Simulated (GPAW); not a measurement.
Crystal: NbTe.

```
CELL_PARAMETERS angstrom
3.70297 0.00000 0.00000
-1.85149 3.20687 0.00000
0.00000 0.00000 3.69421
ATOMIC_POSITIONS crystal
Te 0.66667 0.33333 0.00000
Nb 0.00000 0.00000 0.50000
```

The cell comes from a database or a generator and needn't be the stable form of this composition.

Base run:

```yaml
Program: GPAW 26.7.0
Functional: PBEsol
Potentials_or_basis: PAW data sets generated in the run's folder for this functional
Cutoff: 600 eV
Basis: pw
k_mesh: 8 × 8 × 7
Occupations: fermi-dirac, width 0.05 eV
Spin: no spin polarisation
```

Its results: band gap on the k mesh none (metal or under the smearing width); pressure -6.1 GPa.

Question: The run is repeated on the same cell with these changes: functional from PBEsol to PBE; potentials or basis from PAW data sets generated in the run's folder for this functional to GPAW PAW data sets (gpaw-data 1.2.1). What comes out?

Answer: Band gap on the k mesh none (metal or under the smearing width); pressure -1.5 GPa.

Not every run made on this cell is shown here.
